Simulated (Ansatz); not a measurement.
# LaO2F2: the cost of one run

Method: DFT PBE, scalar-relativistic, plane waves, PAW, in Ansatz 0.2.0.

2 further runs of the same task are left out: 1 that didn't finish, 1 set aside as unsound or not needed.

### 1 The system as given

It takes space group P-6m2 (No. 187, hexagonal). The conventional cell has a = 3.788 Å, b = 3.788 Å, c = 6.590 Å, α = 90.00°, β = 90.00°, γ = 120.00°. Around La (site symmetry -6m2) lie 3 F at 2.19 Å and 6 O at 2.83 Å. Around O (site symmetry 3m) lie 6 F at 2.65 to 2.83 Å and 3 La at 2.83 Å and 1 O at 2.98 Å. F (site symmetry -6m2) has 6 O at 2.65 Å in its first shell of neighbours. F (site symmetry -6m2) has 3 La at 2.19 Å in its first shell of neighbours.

Coordinates:

```
CELL_PARAMETERS angstrom
3.78773 0.00000 0.00000
-1.89386 3.28027 0.00000
0.00000 0.00000 6.58962
ATOMIC_POSITIONS crystal
La 0.00000 0.00000 0.50000
O 0.66667 0.33333 0.22640
O 0.66667 0.33333 0.77360
F 0.00000 0.00000 0.00000
F 0.33333 0.66667 0.50000
```

A structure generator made this guess: species swapped into a database cell of Eu2ZnSb2 (P-6m2, No. 187), with O on the Eu sites, La on the Zn sites and F on the Sb sites. Lengths come from tabulated atomic sizes and are only a guess.

### 2 Probe: one point on a coarse mesh

The input, input.yaml:

```yaml
crystal:
  lattice:
    - [3.7877254, 0.0, 0.0]
    - [-1.8938627, 3.28026642, 0.0]
    - [0.0, 0.0, 6.58962069]
  atoms:
    - { symbol: La, position: [0.0, 0.0, 0.5] }
    - { symbol: O, position: [0.66666667, 0.33333333, 0.226403] }
    - { symbol: O, position: [0.66666667, 0.33333333, 0.773597] }
    - { symbol: F, position: [0.0, 0.0, 0.0] }
    - { symbol: F, position: [0.33333333, 0.66666667, 0.5] }
basis:
  ecutwfc: 420
kpoints:
  mp_grid: { grid: [6, 6, 4] }
hamiltonian:
  xc: pbe
scf:
  occupations: { method: gaussian, width: 0.1 }
  lower_state_search: "off"
output:
  forces: true
  stress: true
  eigenvalues: true
```

Command:

```sh
$ ansatz run input.yaml --threads 1 --pin off --max-ram 2560MiB --backend cpu --events-out ev --progress --plain --runs-dir out
```

What time and memory should one allow on 1 thread of AMD EPYC 7R43 (Zen 3), shared host?

About 3.9 s, with a peak of 0.39 GiB.
